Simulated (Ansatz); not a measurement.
# H7N3OSi: a ladder of functionals and wavefunction methods

One table from this session's results is given with a row withheld; the runs are named, their logs left out.

The runs use Ansatz 0.2.0, Gaussian basis; functionals in def2-TZVPP, the program's frozen cores in correlated methods.

The runs, in order: LDA (SPW92), PBE-D4, revPBE-D4, BLYP-D4, r2SCAN-D4, B97M-V, PBE0-D4, B3LYP-D4, r2SCANh-D4, r2SCAN0-D4, HSE06-D4, BHLYP-D4, CAM-B3LYP-D4, LC-ωPBE, ωB97X-V, ωB97M-V, B2PLYP, PBE-QIDH; CCSD(T)/def2-SVP; CCSD(T)/def2-TZVPP; MP2/def2-QZVPP; extrapolation to the limit; RPA on PBE.

### The geometry

All runs share one geometry, relaxed beforehand with PBE0-D4 in a triple-zeta def2 set.

12 atoms, charge 0, spin multiplicity 1.

Atoms are counted from 1 here; the program's logs count them from 0.

Bond lengths: N1–Si2 1.706 Å, N1–H6 1.006 Å, N1–H7 1.006 Å, Si2–N3 1.706 Å, Si2–N4 1.720 Å, Si2–O5 1.651 Å, N3–H8 1.005 Å, N3–H9 1.005 Å, N4–H10 1.007 Å, N4–H11 1.007 Å, O5–H12 0.958 Å. Angles: Si2–N1–H6 119.9°, Si2–N1–H7 121.1°, H6–N1–H7 112.1°, N1–Si2–N3 105.4°, N1–Si2–N4 102.9°, N1–Si2–O5 120.7°, N3–Si2–N4 123.3°, N3–Si2–O5 101.0°, N4–Si2–O5 105.1°, Si2–N3–H8 121.7°, Si2–N3–H9 120.3°, H8–N3–H9 112.4°, Si2–N4–H10 119.1°, Si2–N4–H11 119.3°, H10–N4–H11 110.6°, Si2–O5–H12 114.8°.

The first run:

in.yaml reads:

```yaml
crystal:
  periodic: [false, false, false]
  atoms:
    - {symbol: N, position_ang: [-0.804956, 1.399737, -0.228383]}
    - {symbol: Si, position_ang: [0.117968, 0.016612, 0.152765]}
    - {symbol: N, position_ang: [-0.895555, -0.951207, 1.125022]}
    - {symbol: N, position_ang: [0.710371, -0.483340, -1.382851]}
    - {symbol: O, position_ang: [1.455374, 0.134642, 1.113213]}
    - {symbol: H, position_ang: [-1.378012, 1.830607, 0.477305]}
    - {symbol: H, position_ang: [-0.487183, 2.063116, -0.914470]}
    - {symbol: H, position_ang: [-1.813965, -1.223763, 0.821803]}
    - {symbol: H, position_ang: [-0.498765, -1.602379, 1.780337]}
    - {symbol: H, position_ang: [0.076739, -0.514028, -2.165525]}
    - {symbol: H, position_ang: [1.371568, -1.241813, -1.432927]}
    - {symbol: H, position_ang: [2.223418, 0.516815, 0.687611]}
basis:
  gaussian: {orbitals: def2-TZVPP}
hamiltonian: {xc: lda}
output: {orbitals: {seedname: orbitals}}
```

On the command line:

```
$ ansatz run in.yaml --threads 4 --pin off --events-out ev --progress --plain --max-ram 10444MiB
```

Steps of the session up to this table: LDA; PBE-D4 (GGA); revPBE-D4 (GGA); BLYP-D4 (GGA); r2SCAN-D4 (meta-GGA); B97M-V (meta-GGA); PBE0-D4 (hybrid); B3LYP-D4 (hybrid); r2SCANh-D4 (hybrid); r2SCAN0-D4 (hybrid); HSE06-D4 (hybrid); BHLYP-D4 (hybrid); CAM-B3LYP-D4 (range-separated); LC-ωPBE (range-separated); ωB97X-V (range-separated); ωB97M-V (range-separated); B2PLYP (double hybrid); PBE-QIDH (double hybrid).

One of the session's tables, all rows but one given; the rest of the session is left out.

```
  functional  HOMO (eV)  LUMO (eV)  gap (eV)
 LDA (SPW92)      -5.52      -0.17      5.35
      PBE-D4          ?          ?         ?
   revPBE-D4      -5.29       0.03      5.31
     BLYP-D4      -5.24      -0.09      5.14
   r2SCAN-D4      -5.66       0.67      6.33
      B97M-V      -5.75       0.14      5.89
     PBE0-D4      -6.82       0.78      7.59
    B3LYP-D4      -6.57       0.41      6.98
  r2SCANh-D4      -6.21       0.91      7.12
  r2SCAN0-D4      -7.04       1.25      8.28
    HSE06-D4      -6.41       0.41      6.82
    BHLYP-D4      -8.21       1.35      9.56
CAM-B3LYP-D4      -8.28       1.50      9.78
     LC-ωPBE      -9.70       2.85     12.55
     ωB97X-V      -9.31       2.61     11.92
     ωB97M-V      -9.21       2.15     11.36
```

Estimate the missing values for PBE-D4.

The run gave: HOMO (eV): -5.35; LUMO (eV): -0.05; gap (eV): 5.30. In the column «HOMO (eV)» it lies between LDA (SPW92) (-5.52) and revPBE-D4 (-5.29).
